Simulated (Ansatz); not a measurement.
Here is an Ansatz input file for K2YAgF6, space group Fm-3m. Write the same calculation for the Python package.

```yaml
crystal:
  lattice:
    - [0.0, 4.61269, 4.61269]
    - [4.61269, 0.0, 4.61269]
    - [4.61269, 4.61269, 0.0]
  atoms:
    - { symbol: K, position: [0.75, 0.75, 0.75] }
    - { symbol: K, position: [0.25, 0.25, 0.25] }
    - { symbol: "Y", position: [0.5, 0.5, 0.5] }
    - { symbol: Ag, position: [0.0, 0.0, 0.0] }
    - { symbol: F, position: [0.735964, 0.264036, 0.264036] }
    - { symbol: F, position: [0.264036, 0.264036, 0.735964] }
    - { symbol: F, position: [0.264036, 0.735964, 0.735964] }
    - { symbol: F, position: [0.264036, 0.735964, 0.264036] }
    - { symbol: F, position: [0.735964, 0.264036, 0.735964] }
    - { symbol: F, position: [0.735964, 0.735964, 0.264036] }
kpoints:
  mp_grid:
    kspacing: 0.4
hamiltonian:
  xc: lda
scf:
  occupations:
    method: fixed
basis:
  ecutwfc: "19 Ha"
output:
  forces: true
  stress: true
  eigenvalues: true
```

`deck_k2yagf6.py`
```python
from collections import Counter
import json

import ansatz as az
import pandas as pd

deck = {
    "crystal": {
        "lattice": [[0.0, 4.61269, 4.61269], [4.61269, 0.0, 4.61269], [4.61269, 4.61269, 0.0]],
        "atoms": [
            {"symbol": "K", "position": [0.75, 0.75, 0.75]},
            {"symbol": "K", "position": [0.25, 0.25, 0.25]},
            {"symbol": "Y", "position": [0.5, 0.5, 0.5]},
            {"symbol": "Ag", "position": [0.0, 0.0, 0.0]},
            {"symbol": "F", "position": [0.735964, 0.264036, 0.264036]},
            {"symbol": "F", "position": [0.264036, 0.264036, 0.735964]},
            {"symbol": "F", "position": [0.264036, 0.735964, 0.735964]},
            {"symbol": "F", "position": [0.264036, 0.735964, 0.264036]},
            {"symbol": "F", "position": [0.735964, 0.264036, 0.735964]},
            {"symbol": "F", "position": [0.735964, 0.735964, 0.264036]},
        ],
    },
    "kpoints": {"mp_grid": {"kspacing": 0.4}},
    "hamiltonian": {"xc": "lda"},
    "scf": {"occupations": {"method": "fixed"}},
    "basis": {"ecutwfc": "19 Ha"},
    "output": {"forces": True, "stress": True, "eigenvalues": True},
}

planned = az.Session.from_dict(deck).plan(threads=1, pin="off")
res = planned.execute()
report = res.report

print("%-22s %14.5f eV" % ("F = E - TS", report["free_energy_ev"]))
print("%-22s %14.5f eV" % ("E", report["internal_energy_ev"]))
print("%-22s %14.5f eV" % ("Harris-Foulkes", report["harris_foulkes_ev"]))
print("%-22s %14.5f eV" % ("Fermi level", report["fermi_energy_ev"]))

table = pd.DataFrame(report["forces_ev_ang"], columns=["fx", "fy", "fz"])
table.insert(0, "atom", [site["symbol"] for site in report["lattice"]["sites"]])
print(table.round(4).to_string())

keep = ["free_energy_ev", "energy_sigma0_ev", "fermi_energy_ev", "n_iterations", "converged", "magnetization_mub", "n_kpoints"]
with open("k2yagf6.json", "w") as handle:
    json.dump({key: report[key] for key in keep}, handle, indent=1)

told = Counter((n["data"]["severity"], n["data"]["kind"]) for n in res.notices if n["event"] == "notice")
for (severity, kind), count in sorted(told.items()):
    print(f"{severity:8s} {kind} x{count}")
```

`python deck_k2yagf6.py` gives:
```text
F = E - TS               -18970.23547 eV
E                        -18970.23547 eV
Harris-Foulkes           -18970.23547 eV
Fermi level                   3.39978 eV
  atom      fx      fy      fz
0    K -0.0000  0.0000  0.0000
1    K -0.0000  0.0000  0.0000
2    Y  0.0000 -0.0000 -0.0000
3   Ag -0.0000  0.0000  0.0000
4    F  0.2634  0.0000  0.0000
5    F  0.0000  0.0000  0.2634
6    F -0.2634 -0.0000 -0.0000
7    F -0.0000  0.2634  0.0000
8    F  0.0000 -0.2634  0.0000
9    F -0.0000 -0.0000 -0.2634
audit    band_cg_iterations x1
audit    loop_bands_changed x1
audit    preconditioner_resolved x1
```

Absolute energies stand on the zero of these potentials, so only differences at equal settings mean something. A total without «per atom» is that of the cell as typed. No spin polarisation was allowed. The Fermi level of a run with fixed occupations marks the highest occupied state on its mesh, not mid-gap. Only differences from the Fermi energy are physical; the zero of the scale is a convention. At these settings the cell as given stands under about -6 GPa, so it isn't at this functional's equilibrium volume. This cell is a computed structure, which may not be the phase found in nature. It ran for 3.6 s on 1 thread of Arm Neoverse V2 (shared host), peak memory 0.56 GiB.

(Lines on the test bed's own set-up are left out of the output.)
